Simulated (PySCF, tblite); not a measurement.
# C₄H₉Ga: geometry, infrared bands, NMR shifts and spin-spin couplings

Wanted: the infrared bands, NMR shifts and spin-spin couplings of C₄H₉Ga (`C=[CH][Ga]([CH3])[CH3]`), by calculation.

Computed with tblite 0.8.0 and PySCF 2.14.0, with density-fitted response routines of our own, on a single molecule in the gas phase. Atoms are numbered from 0 throughout.

**1. The starting structure**

14 atoms, charge 0, multiplicity 1; geometry from: force field or distance geometry start.

Bonds of the start (Å): C0–C1 1.31, C1–Ga2 2.16, Ga2–C3 1.96, Ga2–C4 1.84, C0–H5 1.10, C0–H6 1.10, C1–H7 1.08, C3–H8 1.12, C3–H9 1.11, C3–H10 1.11, C4–H11 1.10, C4–H12 1.11, C4–H13 1.12.

**2. Optimising the geometry with GFN2-xTB**

The job: settings as JSON, then the geometry in Å.

```
{"job": {"kind": "relax", "xc": "GFN2-xTB", "basis": "xTB"}, "charge": 0, "multiplicity": 1}
C     -1.464700    -1.293300    -0.734000
C     -0.906900    -1.270500     0.454300
Ga     0.567800     0.286600     0.709300
C     -0.626400     1.806300     0.367000
C      2.182800    -0.219300    -0.016300
H     -1.214700    -0.564000    -1.513300
H     -2.235900    -2.019200    -1.022300
H     -1.119300    -1.959500     1.261900
H     -0.325900     2.878700     0.282100
H     -1.055800     1.514700    -0.608900
H     -1.393900     1.744200     1.160300
H      2.653000     0.711500    -0.363100
H      2.716900    -0.655700     0.855100
H      2.222500    -0.960800    -0.854400
```

The run is started by

```sh
$ OMP_NUM_THREADS=1 python probes_run.py task.json out
```

One launch serves the whole session: the jobs run in the order shown.

What it wrote:

```text
step      E/eV     max force
  0    -386.73059    3.875
  1    -387.07211    2.003
  2    -387.21572    0.980
  3    -387.29456    0.809
  4    -387.37300    0.974
  5    -387.44480    0.918
  6    -387.50259    0.631
  7    -387.54728    0.672
  8    -387.57602    0.359
  9    -387.59278    0.335
 10    -387.61058    0.320
 11    -387.62668    0.288
 12    -387.63626    0.243
 13    -387.64216    0.178
 14    -387.64794    0.188
 15    -387.65427    0.256
 16    -387.66133    0.354
 17    -387.66917    0.373
 18    -387.67836    0.304
 19    -387.68874    0.278
 20    -387.69907    0.285
 21    -387.70877    0.354
 22    -387.71798    0.305
 23    -387.72542    0.196
 24    -387.73038    0.175
 25    -387.73418    0.210
 26    -387.73922    0.271
 27    -387.74753    0.285
 28    -387.75765    0.339
 29    -387.76617    0.294
 30    -387.77256    0.203
 31    -387.77727    0.190
 32    -387.78108    0.198
 33    -387.78861    0.225
 34    -387.79272    0.137
 35    -387.79537    0.153
 36    -387.79832    0.178
 37    -387.80299    0.227
 38    -387.80827    0.257
 39    -387.81224    0.140
 40    -387.81403    0.090
 41    -387.81510    0.096
 42    -387.81615    0.099
 43    -387.81720    0.088
 44    -387.81774    0.051
 45    -387.81807    0.052
 46    -387.81838    0.049
 47    -387.81870    0.053
 48    -387.81902    0.055
 49    -387.81930    0.040
 50    -387.81951    0.033
 51    -387.81965    0.026
 52    -387.81976    0.024
 53    -387.81986    0.027
 54    -387.81997    0.030
 55    -387.82011    0.033
 56    -387.82027    0.035
 57    -387.82045    0.034
 58    -387.82072    0.049
 59    -387.82115    0.058
 60    -387.82179    0.063
 61    -387.82250    0.073
 62    -387.82317    0.072
 63    -387.82395    0.080
 64    -387.82506    0.088
 65    -387.82684    0.110
 66    -387.82938    0.163
 67    -387.83236    0.149
 68    -387.83525    0.154
 69    -387.82871    0.396
 70    -387.83823    0.150
 71    -387.83946    0.081
 72    -387.84128    0.073
 73    -387.84376    0.359
 74    -387.84749    0.080
 75    -387.84946    0.069
 76    -387.84382    0.524
 77    -387.85161    0.084
 78    -387.85274    0.090
 79    -387.84957    0.550
 80    -387.85583    0.097
 81    -387.85719    0.095
 82    -387.85747    0.338
 83    -387.86068    0.100
 84    -387.86161    0.077
 85    -387.86323    0.097
 86    -387.86415    0.089
 87    -387.86594    0.096
 88    -387.86815    0.125
 89    -387.86969    0.135
 90    -387.87136    0.168
 91    -387.87407    0.161
 92    -387.88291    0.163
 93    -387.88649    0.257
 94    -387.89039    0.365
 95    -387.89191    0.560
 96    -387.89195    0.428
 97    -387.90018    0.186
 98    -387.90216    0.210
 99    -387.90329    0.179
100    -387.90520    0.181
101    -387.90789    0.099
102    -387.90925    0.212
103    -387.91004    0.108
104    -387.91061    0.046
105    -387.91088    0.045
106    -387.91115    0.049
107    -387.91138    0.048
108    -387.91161    0.024
109    -387.91174    0.023
110    -387.91182    0.022
111    -387.91188    0.021
112    -387.91197    0.021
113    -387.91205    0.021
114    -387.91212    0.027
115    -387.91220    0.030
116    -387.91234    0.028
117    -387.91253    0.037
118    -387.91276    0.040
119    -387.91298    0.044
120    -387.91317    0.040
121    -387.91338    0.034
122    -387.91362    0.033
123    -387.91383    0.023
124    -387.91397    0.022
125    -387.91407    0.027
126    -387.91415    0.033
127    -387.91422    0.025
128    -387.91428    0.017
129    -387.91432    0.015
130    -387.91435    0.014
131    -387.91438    0.016
132    -387.91440    0.011
133    -387.91441    0.014
134    -387.91442    0.006
```

Run time: 2 s. Hardware: 1 thread of Intel Xeon at 2.50GHz, shared host.

Step by step: (not every step is listed)

```tsv
step	energy from step 0 (eV)	largest force (eV/Å)
0	0.0000	3.8755
1	-0.3415	2.0032
2	-0.4851	0.9795
3	-0.5640	0.8094
4	-0.6424	0.9738
5	-0.7142	0.9185
6	-0.7720	0.6307
7	-0.8167	0.6722
8	-0.8454	0.3585
20	-0.9685	0.2847
32	-1.0505	0.1976
44	-1.0872	0.0508
56	-1.0897	0.0347
68	-1.1047	0.1537
80	-1.1252	0.0966
92	-1.1523	0.1633
104	-1.1800	0.0461
116	-1.1817	0.0279
128	-1.1837	0.0171
129	-1.1837	0.0146
130	-1.1838	0.0140
131	-1.1838	0.0156
132	-1.1838	0.0109
133	-1.1838	0.0144
134	-1.1838	0.0064
```

Close pairs (by a distance rule), those that changed most:

```tsv
bond	before (Å)	after (Å)	change (Å)
Ga2–C4	1.841	2.046	+0.205
C1–Ga2	2.160	2.033	-0.127
Ga2–C3	1.963	2.045	+0.082
C4–H13	1.120	1.094	-0.026
C3–H8	1.117	1.094	-0.023
C4–H12	1.111	1.094	-0.017
C0–C1	1.313	1.329	+0.016
C0–H6	1.098	1.084	-0.014
```

The next job starts from the end point, and lists it.

**3. Infrared spectrum with GFN2-xTB**

The job: settings as JSON, then the geometry in Å.

```
{"job": {"kind": "ir", "xc": "GFN2-xTB", "basis": "xTB"}, "charge": 0, "multiplicity": 1}
C     -2.037519    -1.486615    -0.429344
C     -0.719837    -1.559936    -0.274562
Ga     0.377802     0.119521     0.053735
C     -0.584712     1.923608     0.080716
C      2.392794    -0.068588     0.354932
H     -2.553944    -0.534454    -0.385052
H     -2.667971    -2.350608    -0.605521
H     -0.249602    -2.542808    -0.327472
H      0.135151     2.741614     0.177299
H     -1.156834     2.086939    -0.837192
H     -1.284496     1.995050     0.918349
H      2.907051     0.887565     0.221392
H      2.607652    -0.420483     1.368801
H      2.833787    -0.791278    -0.338248
```

What it wrote:

```text
mode    cm-1     km/mol
  1     -27.3      0.02
  2      49.9      0.07
  3      74.8      0.13
  4      88.8      0.70
  5     121.1      2.54
  6     127.7      0.69
  7     231.2     13.56
  8     376.7     18.74
  9     433.1      1.47
 10     497.7     66.64
 11     513.5     78.04
 12     554.4      1.35
 13     589.7     53.29
 14     602.8    138.81
 15     647.0    160.47
 16     915.6     15.71
 17     964.0     10.44
 18    1027.2     11.83
 19    1221.1     25.04
 20    1262.3      0.87
 21    1273.1      0.95
 22    1399.2      0.56
 23    1445.9      0.77
 24    1449.8      0.16
 25    1453.0      1.02
 26    1457.2      0.08
 27    1621.4      5.79
 28    2930.4     28.76
 29    2931.3     31.60
 30    2933.1      7.57
 31    2936.5     27.68
 32    2936.9     15.17
 33    2940.8     87.85
 34    2941.8     43.56
 35    3011.7     50.79
 36    3024.7     76.26
```

Wall time 1 s (1 thread of Intel Xeon at 2.50GHz, shared host).

Which atoms move in the most intense modes:

```tsv
cm⁻¹	km/mol	atoms
498	66.6	C1 30 %, Ga2 22 %, C4 14 %, C3 13 %
514	78.0	C4 30 %, C3 30 %, Ga2 25 %
590	53.3	H11 23 %, H8 22 %, H13 14 %
603	138.8	H12 22 %, H10 20 %, H9 18 %, H13 11 %
647	160.5	H8 26 %, H11 21 %, H13 12 %, C3 10 %
2941	87.8	H11 37 %, H8 25 %, H13 20 %
3012	50.8	H5 49 %, H6 46 %
3025	76.3	H6 46 %, H5 44 %
```

**4. Nuclear shieldings: PBE0/pcSseg-1**

Same as in step 3 but for these lines:

```diff
@@ -1,2 +1,2 @@
-{"job": {"kind": "ir", "xc": "GFN2-xTB", "basis": "xTB"}, "charge": 0, "multiplicity": 1}
+{"job": {"kind": "nmr", "xc": "PBE0", "basis": "pcSseg-1"}, "charge": 0, "multiplicity": 1}
 C     -2.037519    -1.486615    -0.429344
```

Level: GIAO PBE0/pcSseg-1 NMR shielding, non-relativistic, gas phase.

What it wrote:

```text
coarse grid: 50384 points
cycle   1  E = -2081.8633898738  dE = -4.961e-01  |g| = 1.061e+00  |ddm| = 3.319e+00
cycle   2  E = -2081.7864403661  dE =  7.695e-02  |g| = 1.262e+00  |ddm| = 1.281e+00
cycle   3  E = -2081.9925824867  dE = -2.061e-01  |g| = 7.432e-02  |ddm| = 8.015e-01
cycle   4  E = -2081.9929855045  dE = -4.030e-04  |g| = 3.239e-02  |ddm| = 6.682e-02
cycle   5  E = -2081.9932209150  dE = -2.354e-04  |g| = 5.915e-03  |ddm| = 2.725e-02
cycle   6  E = -2081.9932271225  dE = -6.207e-06  |g| = 3.215e-03  |ddm| = 6.407e-03
cycle   7  E = -2081.9932297905  dE = -2.668e-06  |g| = 4.835e-04  |ddm| = 2.680e-03
final grid: 106472 points
cycle   8  E = -2081.9932268062  dE =  3.282e-08  |g| = 6.760e-04  |ddm| = 1.344e-03
cycle   9  E = -2081.9932266240  dE =  1.823e-07  |g| = 1.114e-03  |ddm| = 1.524e-03
cycle  10  E = -2081.9932269236  dE = -2.997e-07  |g| = 9.700e-05  |ddm| = 8.772e-04
cycle  11  E = -2081.9932269260  dE = -2.389e-09  |g| = 2.604e-05  |ddm| = 9.333e-05
cycle  12  E = -2081.9932269262  dE = -1.337e-10  |g| = 1.362e-06  |ddm| = 1.778e-05
converged SCF energy = -2081.9932269262

GIAO shielding tensors (ppm)
atom      isotropic    diamagn.    paramagn.     s11        s22        s33       span
  0 C       40.626     255.230    -214.604    -82.641     45.596    158.922    241.563
  1 C       27.776     260.005    -232.229    -93.304      8.279    168.352    261.656
  2 Ga    1120.943    2638.697   -1517.754    919.205   1182.204   1261.421    342.216
  3 C      188.132     253.189     -65.057    170.865    195.256    198.274     27.409
  4 C      184.206     252.564     -68.357    168.384    188.237    195.998     27.615
  5 H       25.326      32.942      -7.616     22.339     23.440     30.198      7.859
  6 H       24.808      28.654      -3.846     22.316     24.029     28.078      5.763
  7 H       24.417      31.884      -7.467     21.197     24.257     27.799      6.601
  8 H       31.039      30.394       0.645     26.159     29.106     37.852     11.692
  9 H       31.194      30.981       0.213     26.488     28.436     38.656     12.168
 10 H       31.291      30.846       0.444     26.779     28.221     38.872     12.094
 11 H       31.073      30.169       0.903     26.214     29.121     37.883     11.668
 12 H       31.342      30.020       1.322     27.377     27.931     38.720     11.343
 13 H       31.130      30.354       0.776     26.601     28.373     38.417     11.816
```

Wall time 44 s (1 thread of Intel Xeon at 2.50GHz, shared host); peak memory 0.68 GiB.

Shifts follow as δ = σ(reference) − σ, with reference shieldings (ppm) from runs at the same level and on the same kind of geometry: ¹H TMS 31.72, ¹³C TMS 186.9. The references are single molecules in the gas phase. Atoms listed in one row are averaged.

```tsv
atoms	environment	σ (ppm)	δ (ppm)
C1	alkene CH	27.8	159.1
C0	terminal =CH2 carbon	40.6	146.3
C3, C4	methyl carbon bonded to Ga	186.2	0.8
H7	hydrogen on an alkene CH	24.42	7.30
H6	hydrogen on a terminal =CH2 carbon	24.81	6.91
H5	hydrogen on a terminal =CH2 carbon	25.33	6.39
H8, H9, H10, H11, H12, H13	hydrogen on a methyl carbon bonded to Ga	31.18	0.54
Ga2	Ga bonded to 3 C	1121	–
```

The run also stored atomic charges by several schemes (e):

```tsv
atoms	Mulliken	IAO	Hirshfeld	ESP fit
C0	-0.14	-0.27	-0.10	-0.24
C1	-0.57	-0.42	-0.18	-0.55
Ga2	0.95	0.80	0.49	0.91
C3, C4	-0.68	-0.72	-0.25	-0.78
```

Mayer bond orders: C0–C1 1.93, C1–Ga2 0.78, Ga2–C3 0.89, Ga2–C4 0.89.

**5. J couplings: B3LYP/pcSseg-1+pcJ-1**

Same as in step 4 but for these lines:

```diff
@@ -1,2 +1,2 @@
-{"job": {"kind": "nmr", "xc": "PBE0", "basis": "pcSseg-1"}, "charge": 0, "multiplicity": 1}
+{"job": {"kind": "j", "xc": "B3LYP", "basis": "pcJ-1"}, "charge": 0, "multiplicity": 1}
 C     -2.037519    -1.486615    -0.429344
```

With the program's defaults for keys left out, this is: B3LYP/pcJ-1 Ga:pcSseg-1 indirect spin-spin coupling, non-relativistic, gas phase.

What it wrote:

```text
coarse grid: 50384 points
cycle   1  E = -2082.3833278326  dE = -5.049e-01  |g| = 1.173e+00  |ddm| = 3.052e+00
cycle   2  E = -2082.2428419855  dE =  1.405e-01  |g| = 1.483e+00  |ddm| = 1.526e+00
cycle   3  E = -2082.5470955353  dE = -3.043e-01  |g| = 8.046e-02  |ddm| = 9.887e-01
cycle   4  E = -2082.5476755088  dE = -5.800e-04  |g| = 3.946e-02  |ddm| = 8.908e-02
cycle   5  E = -2082.5480392528  dE = -3.637e-04  |g| = 9.293e-03  |ddm| = 3.504e-02
cycle   6  E = -2082.5480574073  dE = -1.815e-05  |g| = 3.749e-03  |ddm| = 9.090e-03
cycle   7  E = -2082.5480607010  dE = -3.294e-06  |g| = 7.281e-04  |ddm| = 3.012e-03
final grid: 106472 points
cycle   8  E = -2082.5480340730  dE =  1.184e-07  |g| = 1.054e-03  |ddm| = 1.961e-03
cycle   9  E = -2082.5480335016  dE =  5.715e-07  |g| = 1.855e-03  |ddm| = 2.438e-03
cycle  10  E = -2082.5480343647  dE = -8.632e-07  |g| = 1.887e-04  |ddm| = 1.463e-03
cycle  11  E = -2082.5480343735  dE = -8.721e-09  |g| = 4.506e-05  |ddm| = 1.652e-04
cycle  12  E = -2082.5480343739  dE = -4.225e-10  |g| = 2.446e-06  |ddm| = 3.160e-05
converged SCF energy = -2082.5480343739

Indirect spin-spin couplings (Hz)
  i      j    bonds     total        FC       PSO       DSO        SD
  0 C    1 C    1     64.295    74.438   -10.321     0.178         -
  0 C    3 C    3     -0.494    -0.461    -0.025    -0.009         -
  0 C    4 C    3      2.840     2.797     0.152    -0.110         -
  0 C    5 H    1    162.889   161.985     0.220     0.684         -
  0 C    6 H    1    160.846   160.072     0.184     0.589         -
  0 C    7 H    2     -4.215    -2.276    -1.520    -0.419         -
  0 C   11 H    4      0.257     0.461     0.205    -0.409         -
  0 C   12 H    4     -0.173    -0.023     0.156    -0.306         -
  0 C   13 H    4     -0.241    -0.144     0.177    -0.275         -
  1 C    3 C    2     10.373    10.600    -0.135    -0.092         -
  1 C    4 C    2     12.573    12.794    -0.139    -0.083         -
  1 C    5 H    2      1.497     3.211    -1.381    -0.333         -
  1 C    6 H    2     -3.635    -1.895    -1.272    -0.468         -
  1 C    7 H    1    154.963   154.012    -0.009     0.960         -
  1 C    8 H    3      3.688     4.070     0.181    -0.563         -
  1 C    9 H    3     -1.407    -1.200    -0.063    -0.144         -
  1 C   10 H    3     -1.365    -1.142    -0.035    -0.188         -
  1 C   11 H    3      4.517     4.870     0.174    -0.527         -
  1 C   12 H    3     -1.253    -1.058    -0.000    -0.195         -
  1 C   13 H    3     -1.111    -0.985    -0.087    -0.039         -
  3 C    4 C    2     10.496    10.816    -0.210    -0.110         -
  3 C    5 H    4      0.291     0.158    -0.164     0.297         -
  3 C    7 H    3      3.765     4.083     0.229    -0.546         -
  3 C    8 H    1    135.383   132.873     1.704     0.807         -
  3 C    9 H    1    133.767   131.186     1.766     0.814         -
  3 C   10 H    1    133.566   130.970     1.783     0.813         -
  3 C   11 H    3     -0.835    -0.708    -0.046    -0.081         -
  3 C   12 H    3     -0.064     0.224     0.103    -0.391         -
  3 C   13 H    3      2.328     2.683     0.168    -0.523         -
  4 C    5 H    4      0.848     1.147     0.151    -0.450         -
  4 C    6 H    4      3.207     3.335     0.197    -0.325         -
  4 C    7 H    3     -1.161    -1.077    -0.021    -0.063         -
  4 C    8 H    3     -0.638    -0.514    -0.059    -0.065         -
  4 C    9 H    3      1.342     1.676     0.148    -0.482         -
  4 C   10 H    3      0.723     1.031     0.132    -0.440         -
  4 C   11 H    1    134.508   131.990     1.725     0.794         -
  4 C   12 H    1    132.439   129.806     1.832     0.801         -
  4 C   13 H    1    134.406   131.852     1.756     0.798         -
  5 H    6 H    2      3.783     3.296     3.661    -3.174         -
  5 H    7 H    3     22.108    22.396     2.716    -3.004         -
  5 H    8 H    5     -0.177    -0.051     0.679    -0.805         -
  5 H    9 H    5      0.338    -0.080    -1.186     1.604         -
  5 H   10 H    5      0.285    -0.077    -1.008     1.370         -
  5 H   11 H    5     -0.733     0.066     0.604    -1.403         -
  5 H   12 H    5     -0.880    -0.182     0.575    -1.274         -
  5 H   13 H    5     -0.827    -0.160     0.628    -1.296         -
  6 H    7 H    3     14.921    15.154     0.245    -0.479         -
  6 H    8 H    5     -0.465    -0.140     1.006    -1.330         -
  6 H    9 H    5     -0.166    -0.123     0.600    -0.643         -
  6 H   10 H    5     -0.188    -0.118     0.635    -0.704         -
  6 H   12 H    5     -0.644    -0.313     0.627    -0.958         -
  6 H   13 H    5     -0.569    -0.304     0.562    -0.828         -
  7 H    8 H    4     -0.696     0.226     1.070    -1.992         -
  7 H    9 H    4     -0.895    -0.318     0.920    -1.496         -
  7 H   10 H    4     -0.915    -0.297     0.938    -1.556         -
  7 H   11 H    4     -0.780    -0.269     0.880    -1.391         -
  7 H   13 H    4      0.178     0.036    -0.441     0.583         -
  8 H    9 H    2    -12.848   -13.807     3.006    -2.047         -
  8 H   10 H    2    -13.373   -14.339     3.007    -2.041         -
  8 H   11 H    4      0.197    -0.016    -0.732     0.945         -
  8 H   12 H    4     -0.277     0.047     0.392    -0.715         -
  8 H   13 H    4     -0.579    -0.075     0.705    -1.209         -
  9 H   10 H    2    -15.215   -16.209     2.981    -1.988         -
  9 H   11 H    4     -0.483    -0.061     0.533    -0.955         -
  9 H   12 H    4     -1.435    -0.553     1.004    -1.885         -
  9 H   13 H    4      0.324     1.129     0.746    -1.551         -
 10 H   11 H    4     -0.338     0.102     0.607    -1.047         -
 10 H   12 H    4      0.552     1.133     0.474    -1.054         -
 10 H   13 H    4     -1.593    -0.658     1.023    -1.959         -
 11 H   12 H    2    -14.005   -14.979     3.032    -2.058         -
 11 H   13 H    2    -12.075   -13.020     3.051    -2.105         -
 12 H   13 H    2    -15.204   -16.196     3.010    -2.018         -
```

Wall time 99 s (1 thread of Intel Xeon at 2.50GHz, shared host); peak memory 1 GiB.

A choice of the couplings up to four bonds, sorted by the number of bonds, with means over like pairs; isotopes 13C, 1H:

```tsv
pair	bonds	J (Hz)	Fermi contact (Hz)	dihedral (°)
C0–H5	1	162.9	162.0	–
C0–H6	1	160.8	160.1	–
C1–H7	1	155.0	154.0	–
C3–H8	1	134.0	131.4	–
C0–C1	1	64.3	74.4	–
H8–H9	2	-13.8	-14.8	–
C1–C3	2	11.5	11.7	–
C3–C4	2	10.5	10.8	–
C0–H7	2	-4.2	-2.3	–
H5–H6	2	3.8	3.3	–
C1–H6	2	-3.6	-1.9	–
C1–H5	2	1.5	3.2	–
H5–H7	3	22.1	22.4	180
H6–H7	3	14.9	15.2	0
C3–H7	3	1.3	1.5	–
C0–C3	3	1.2	1.2	–
C4–H6	4	1.6	1.7	–
```

The spin-dipole term was not solved, so all couplings lack that part.

The response was solved for the nuclei of C, H alone, so couplings that need other nuclei can be missing.

Quadrupole couplings from the field gradients of the same density:

```tsv
atom	isotope	eQq/h (MHz)	η
Ga2	69Ga	146.5	0.05
```

Shifts (PBE0/pcSseg-1, unscaled) and these couplings together give the proton spectrum at 400 MHz below. Couplings to quadrupolar nuclei are left out.

¹H NMR δ 7.30 (dd, J = 22.1, 14.9 Hz, 1H), 6.91 (dd, J = 14.9, 3.8 Hz, 1H), 6.39 (dd, J = 22.1, 3.8 Hz, 1H), 0.54 (s, 6H).

**6. Summary of results**

| quantity | value |
| --- | --- |
| strongest single infrared mode (GFN2-xTB) | 647 cm⁻¹, 160 km/mol |
| zero-point energy (GFN2-xTB) | 67.2 kcal/mol |
| ¹³C shifts against TMS (PBE0/pcSseg-1, means over atoms taken as alike) | 159.1, 146.3, 0.8 ppm |
| ¹H shifts against TMS (PBE0/pcSseg-1, means over atoms taken as alike) | 7.30, 6.91, 6.39, 0.54 ppm |
| shieldings of Ga (PBE0/pcSseg-1) | Ga2 1120.9 ppm |
| largest coupling of the table (B3LYP/pcSseg-1+pcJ-1) | ¹J(C,H) C0–H5, 162.9 Hz |

What this shows: The optimisation took 134 steps and gained 1.184 eV; among the close pairs (by a distance rule), Ga2–C4 changed most, from 1.841 to 2.046 Å. The lowest mode is imaginary (27i cm⁻¹), so the xTB geometry is not a minimum. The strongest single mode, at 647 cm⁻¹, is spread over many atoms; the largest shares are those of H8, H11. GFN2-xTB is a fitted tight-binding method: band positions and strengths are rough. Its intensities can rank the bands wrongly. The most deshielded carbon is C1 (alkene CH), at 159.1 ppm: the olefinic region. The most deshielded hydrogen is H7 (hydrogen on an alkene CH), at 7.30 ppm: attached to an sp2 carbon and in the plane of the double bond. At PBE0/pcSseg-1: The widest tensor belongs to Ga2: span 342 ppm, with a paramagnetic part of -1518 ppm. In the run at B3LYP/pcSseg-1+pcJ-1, the largest coupling of the table is C0–H5, 162.9 Hz, of which the Fermi-contact term gives 162.0 Hz. Couplings across rotatable bonds belong to this one conformer; where others are populated, the observed values are averages. Spin-orbit coupling is left out, which matters for shieldings and couplings at and beside the heavy atoms.
